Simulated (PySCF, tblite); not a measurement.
**C2H10BNS2: geometry, infrared bands and NMR shifts**

What infrared bands and NMR shifts should C2H10BNS2 (`CS[BH-]([NH3+])SC`) show?

Programs: tblite 0.8.0 and PySCF 2.14.0, with density-fitted response routines of our own. Each step states its level of theory. These are calculated values for one molecule in the gas phase, unless marked as measured. Atoms are numbered from 0 throughout.

**1. Starting geometry**

16 atoms, charge 0, multiplicity 1; geometry from: force field or distance geometry start.

Bonds of the start (Å): C0–S1 1.81, S1–B2 1.87, B2–N3 1.50, B2–S4 1.90, S4–C5 1.82, C0–H6 1.11, C0–H7 1.11, C0–H8 1.12, B2–H9 1.21, N3–H10 1.05, N3–H11 1.06, N3–H12 1.04, C5–H13 1.11, C5–H14 1.12, C5–H15 1.11.

**2. Optimising the geometry with GFN2-xTB**

The job: settings as JSON, then the geometry in Å.

```
{"job": {"kind": "relax", "xc": "GFN2-xTB", "basis": "xTB"}, "charge": 0, "multiplicity": 1}
C      2.629100     0.702400     0.302400
S      1.211400     0.590200    -0.825300
B     -0.191100    -0.454600    -0.154700
N      0.209800    -1.820900     0.318400
S     -1.217300     0.431200     1.178800
C     -2.627000     1.208900     0.322400
H      3.311300    -0.168700     0.225500
H      2.332600     0.905100     1.354300
H      3.213500     1.594400    -0.025100
H     -0.961900    -0.619300    -1.071400
H      0.320100    -2.436400    -0.519300
H     -0.595900    -2.217400     0.873900
H      1.026400    -1.834100     0.965100
H     -3.264800     0.464300    -0.195700
H     -2.170900     1.825100    -0.497200
H     -3.232800     1.838900     1.004100
```

On the command line:

```bash
$ OMP_NUM_THREADS=1 python probes_run.py task.json out
```

The driver reads the jobs from task.json and runs them one after another.

**Question.** This job is followed by: GFN2-xTB harmonic vibrations, gas phase; GIAO PBE0/pcSseg-1 NMR shielding, non-relativistic, gas phase. Predict these results of the whole session: strongest single infrared mode (GFN2-xTB); zero-point energy (GFN2-xTB); 13C shifts against TMS (PBE0/pcSseg-1, means over atoms taken as alike); 1H shifts against TMS (PBE0/pcSseg-1, means over atoms taken as alike); 33S shifts against CS2 (PBE0/pcSseg-1, means over atoms taken as alike); 11B shifts against BF3·OEt2 (PBE0/pcSseg-1); 15N shifts against NH3 (PBE0/pcSseg-1).

**Answer**, as computed:

```
                                                               quantity                  value
                              strongest single infrared mode (GFN2-xTB)  1262 cm⁻¹, 268 km/mol
                                           zero-point energy (GFN2-xTB)          79.9 kcal/mol
13C shifts against TMS (PBE0/pcSseg-1, means over atoms taken as alike)               13.3 ppm
 1H shifts against TMS (PBE0/pcSseg-1, means over atoms taken as alike)   3.56, 3.17, 2.09 ppm
33S shifts against CS2 (PBE0/pcSseg-1, means over atoms taken as alike)               -175 ppm
                            11B shifts against BF3·OEt2 (PBE0/pcSseg-1)               -6.4 ppm
                                 15N shifts against NH3 (PBE0/pcSseg-1)               60.6 ppm
```

Relaxing lowered the energy by 0.698 eV in 134 steps; the close pair that moved most is B2–N3, from 1.500 to 1.636 Å. No mode is imaginary among the 42: a minimum at this level. The strongest single mode, at 1262 cm⁻¹, moves mainly H12, H10 and H11. GFN2-xTB is a fitted tight-binding method: band positions and strengths are rough. Its intensities can rank the bands wrongly. At PBE0/pcSseg-1: The largest span, 286 ppm, is at S1, S4, where the paramagnetic term is -380 ppm.
